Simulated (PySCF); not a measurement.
# IO₂I: a ladder of methods

Aim: at the PBE0 minimum of singlet IO₂I, found before, compare methods on energies and levels.

Method: several methods, basis I def2-SVP with ECP28, O def2-SVP, scalar-relativistic core potentials, no spin–orbit coupling, density fitting; program: PySCF 2.14.0.

### 1 Starting geometry

4 atoms, charge 0, spin multiplicity 1.

Bond lengths: I1–O2 1.804 Å, I1–O3 1.804 Å, I1–I4 2.810 Å. Angles: O2–I1–O3 110.8°, O2–I1–I4 103.5°, O3–I1–I4 103.5°.

```xyz
4
charge 0 multiplicity 1
I    -1.0586    0.0000   -0.5810
O    -1.8221    1.4847    0.1029
O    -1.8221   -1.4847    0.1029
I     1.5127    0.0000    0.5536
```

### 2 PBE0

The steps are one call of a driver around PySCF; scf.py gives each level's set-up. Each SCF starts from the density of the minimum. The driver also runs the species with one electron less or more at the same geometry (one less: multiplicity 2, one more: multiplicity 2); their logs are not shown.

The input, scf.py:

```python
from pyscf import gto, scf, dft
mol = gto.M(atom='''
I     -1.058573     0.000000    -0.580980
O     -1.822056     1.484694     0.102892
O     -1.822056    -1.484694     0.102892
I      1.512695     0.000000     0.553575''',
    basis={'I': 'def2-SVP', 'O': 'def2-SVP'},
    ecp={'I': 'def2-SVP'},
    charge=0, spin=0)
mf = dft.RKS(mol, xc='PBE0')
mf.grids.atom_grid = (75, 302)
aux = {'I': 'def2-universal-JKFIT', 'O': 'def2-universal-JKFIT'}
mf = mf.density_fit(auxbasis=aux)
mf.kernel()
```

Output:

```text
init E= -745.396832324711
  HOMO = -0.302799384163874  LUMO = -0.157626620092625  gap/eV = 3.95035
cycle= 1 E= -745.396832324715  delta_E= -3.64e-12  |g|= 4.97e-07  |ddm|= 1.03e-06
  HOMO = -0.302799478871488  LUMO = -0.157626590040653  gap/eV = 3.95036
Extra cycle  E= -745.396832324713  delta_E= 1.14e-12  |g|= 1.36e-06  |ddm|= 2.42e-06
converged SCF energy = -745.396832324713
```

This level, with the species of one electron less or more, took 11 s on 2 threads, shared host.

| Quantity | Value |
| --- | --- |
| energy | -745.396832 Eh |
| one electron less (charge +1) | -745.016792 Eh (doublet, ⟨S²⟩ 0.81) |
| one electron more (charge -1) | -745.477590 Eh (doublet, ⟨S²⟩ 0.75) |
| Mulliken charge of I1 | +1.22 e |

### 3 HF

Changes to scf.py since step 2:

```diff
@@ -10,2 +10 @@
-mf = dft.RKS(mol, xc='PBE0')
-mf.grids.atom_grid = (75, 302)
+mf = scf.RHF(mol)
```

Output, shortened:

```text
[... the frontier levels of the middle cycles are left out ...]
init E= -742.580968005359
  HOMO = -0.386446357549181  LUMO = -0.0529614765785098  gap/eV = 9.07459
cycle= 1 E= -742.616241188083  delta_E= -0.0353  |g|= 0.12  |ddm|= 0.601
  HOMO = -0.408754938260297  LUMO = -0.0706080930528721  gap/eV = 9.20144
cycle= 2 E= -742.620714743656  delta_E= -0.00447  |g|= 0.0824  |ddm|= 0.219
  HOMO = -0.40777902221819  LUMO = -0.065039614735646  gap/eV = 9.32641
cycle= 3 E= -742.622829379601  delta_E= -0.00211  |g|= 0.033  |ddm|= 0.0998
cycle= 4 E= -742.623836991597  delta_E= -0.00101  |g|= 0.0133  |ddm|= 0.0932
cycle= 5 E= -742.624125031433  delta_E= -0.000288  |g|= 0.00672  |ddm|= 0.059
cycle= 6 E= -742.624190100929  delta_E= -6.51e-05  |g|= 0.00172  |ddm|= 0.0352
cycle= 7 E= -742.624193145257  delta_E= -3.04e-06  |g|= 0.000587  |ddm|= 0.00662
cycle= 8 E= -742.624193539015  delta_E= -3.94e-07  |g|= 0.000251  |ddm|= 0.00211
cycle= 9 E= -742.624193655609  delta_E= -1.17e-07  |g|= 0.00011  |ddm|= 0.00116
cycle= 10 E= -742.624193681687  delta_E= -2.61e-08  |g|= 4.09e-05  |ddm|= 0.000659
cycle= 11 E= -742.624193684989  delta_E= -3.3e-09  |g|= 1.82e-05  |ddm|= 0.000228
  HOMO = -0.410014882726957  LUMO = -0.0614668655750918  gap/eV = 9.48447
Extra cycle  E= -742.624193685355  delta_E= -3.66e-10  |g|= 1.21e-05  |ddm|= 4.14e-05
converged SCF energy = -742.624193685355
```

This level, with the species of one electron less or more, took 16 s.

```
energy                        : -742.624194 Eh
one electron less (charge +1) : -742.295734 Eh (doublet, ⟨S²⟩ 1.03)
one electron more (charge -1) : -742.709998 Eh (doublet, ⟨S²⟩ 0.77)
Mulliken charge of I1         : +1.50 e
```

### 4 PBE

Changes to scf.py since step 3:

```diff
@@ -10 +10,2 @@
-mf = scf.RHF(mol)
+mf = dft.RKS(mol, xc='PBE')
+mf.grids.atom_grid = (75, 302)
```

Output, shortened:

```text
[... the frontier levels of the middle cycles are left out ...]
init E= -745.388392262826
  HOMO = -0.256084946379897  LUMO = -0.17481645147106  gap/eV = 2.21143
cycle= 1 E= -745.386292420778  delta_E= 0.0021  |g|= 0.163  |ddm|= 0.458
  HOMO = -0.237472087393986  LUMO = -0.16737800251412  gap/eV = 1.90736
cycle= 2 E= -745.267498656674  delta_E= 0.119  |g|= 0.69  |ddm|= 0.957
  HOMO = -0.253949999474172  LUMO = -0.16851458802272  gap/eV = 2.32482
cycle= 3 E= -745.392685019412  delta_E= -0.125  |g|= 0.0591  |ddm|= 0.774
cycle= 4 E= -745.392985277814  delta_E= -0.0003  |g|= 0.0424  |ddm|= 0.142
cycle= 5 E= -745.393791839392  delta_E= -0.000807  |g|= 0.00411  |ddm|= 0.087
cycle= 6 E= -745.393798649657  delta_E= -6.81e-06  |g|= 0.000898  |ddm|= 0.00706
cycle= 7 E= -745.393798935463  delta_E= -2.86e-07  |g|= 0.000188  |ddm|= 0.00125
cycle= 8 E= -745.393798946393  delta_E= -1.09e-08  |g|= 3.36e-05  |ddm|= 0.00032
cycle= 9 E= -745.393798946598  delta_E= -2.05e-10  |g|= 3.7e-05  |ddm|= 7.05e-05
  HOMO = -0.253534639951555  LUMO = -0.171716287211439  gap/eV = 2.22639
Extra cycle  E= -745.3937989326  delta_E= 1.4e-08  |g|= 0.000254  |ddm|= 0.000237
converged SCF energy = -745.3937989326
```

This level, with the species of one electron less or more, took 74 s.

* energy: -745.393799 Eh
* one electron less (charge +1): -745.028235 Eh (doublet, ⟨S²⟩ 0.76)
* one electron more (charge -1): -745.456757 Eh (doublet, ⟨S²⟩ 0.75)
* Mulliken charge of I1: +1.09 e

### 5 The ladder

| level | atomisation energy (kJ/mol) | vertical ionisation energy (eV) | vertical electron affinity (eV) | −ε(HOMO) (eV) | gap (eV) | dipole (D) | wall time |
| --- | --- | --- | --- | --- | --- | --- | --- |
| PBE0 | 468 | 10.34 | 2.20 | 8.24 | 3.95 | 3.43 | 11 s |
| HF | -302 | 8.94 | 2.33 | 11.16 | 9.48 | 4.44 | 16 s |
| PBE | 664 | 9.95 | 1.71 | 6.90 | 2.23 | 3.05 | 74 s |

Times are for 2 threads, shared host; PBE0 starts from its own converged density, so its time is not comparable. A dash stands where a species or a free atom was not run at that level, or the quantity is not defined.

Atomisation goes to high-spin atoms in their ground configurations, run at the same level, without zero-point energy.

### 6 What came out

```
                         quantity                          value
        atomisation energy, range  -302 (HF) to 664 (PBE) kJ/mol
vertical ionisation energy, range   8.94 (HF) to 10.34 (PBE0) eV
vertical electron affinity, range     1.71 (PBE) to 2.33 (HF) eV
               orbital gap, range     2.23 (PBE) to 9.48 (HF) eV
```

**Reading.** The atomisation energy spreads over 966 kJ/mol, from HF to PBE; without a CCSD(T) value for it there is no yardstick here. Without diffuse functions electron affinities tend to come out too low.  Spin–orbit coupling is left out.
